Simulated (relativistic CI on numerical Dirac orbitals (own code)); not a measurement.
# Mn⁵⁺: L2,3 absorption with charge transfer

Wanted: the shape of the L2,3 absorption spectrum of Mn⁵⁺ in a cubic metal-ligand cluster, for 3 values of Upd.

The numbers are computed with relativistic CI on numerical Dirac orbitals (own code) version 3 (charge-transfer multiplet model of a cubic metal-ligand cluster with up to 1 ligand holes, Slater and spin-orbit integrals from Dirac-Coulomb-Breit ions, Slater integrals scaled by 0.9), except any that are marked as measured or tabulated.

**1. Starting point**

* ion: Mn⁵⁺ (Mn VI)
* nuclear charge: 25
* electrons: 20
* d electrons: 2
* ligand holes at most: 1
* parameters: in eV; Veg, Vt2g hoppings, tenDq and tenDqL metal and ligand splittings (negative tenDq: tetrahedral), red the scaling of hopping with a core hole
* temperature: 20 K
* widths: Lorentz 0.4 eV, Gauss 0.3 eV

**2. Upd = 7.4 eV**

Input settings:

```ini
cluster ion=Mn5+ d2 ligand_holes=1 slater_scale=0.9
Delta=0.3 Udd=6.4 Upd=7.4 tenDq=-0.45 tenDqL=0 Veg=1.57 Vt2g=-2.68 red=0.9
spectrum xas L2,3 T=20 lorentz=0.4 gauss=0.3
```

Command:

```sh
> python run_levels.py task.json out
```

One command runs all members of the session, one after another, from task.json.

**3. Upd = 8.6 eV**

Input settings:

```ini
cluster ion=Mn5+ d2 ligand_holes=1 slater_scale=0.9
Delta=0.3 Udd=6.4 Upd=8.6 tenDq=-0.45 tenDqL=0 Veg=1.57 Vt2g=-2.68 red=0.9
spectrum xas L2,3 T=20 lorentz=0.4 gauss=0.3
```

**4. Upd = 9.2 eV**

Input settings:

```ini
cluster ion=Mn5+ d2 ligand_holes=1 slater_scale=0.9
Delta=0.3 Udd=6.4 Upd=9.2 tenDq=-0.45 tenDqL=0 Veg=1.57 Vt2g=-2.68 red=0.9
spectrum xas L2,3 T=20 lorentz=0.4 gauss=0.3
```

(Steps that only read results are left out.)

What does the calculation give? Wanted: d count; ground spin.

**Answer**, as computed:

| run | d count | weight without ligand hole | ground S | up to four highest peaks (% of the highest), eV from the first main peak |
| --- | --- | --- | --- | --- |
| Upd = 7.4 eV | 2.50 | 0.50 | 1.00 | 0.0 (100), 9.3 (42), 10.7 (37), 11.6 (54) |
| Upd = 8.6 eV | 2.50 | 0.50 | 1.00 | 0.0 (100), 9.3 (45), 10.5 (35), 11.6 (54) |
| Upd = 9.2 eV | 2.50 | 0.50 | 1.00 | 0.0 (100), 1.9 (36), 9.4 (46), 11.7 (56) |

| quantity | value |
| --- | --- |
| d count | 2.50 to 2.50 |
| ground spin (effective S from ⟨S²⟩) | 1.00 |

From Upd = 7.4 eV to Upd = 9.2 eV the ground-state d count stays at 2.50, as the core hole does not act on the ground state. In the first run the ligand-hole configurations outweigh d2 itself: the bond is strongly covalent. The space is cut at the given number of ligand holes while the last configuration still holds over a tenth of the ground state. The cluster parameters are drawn, not fitted to a compound.
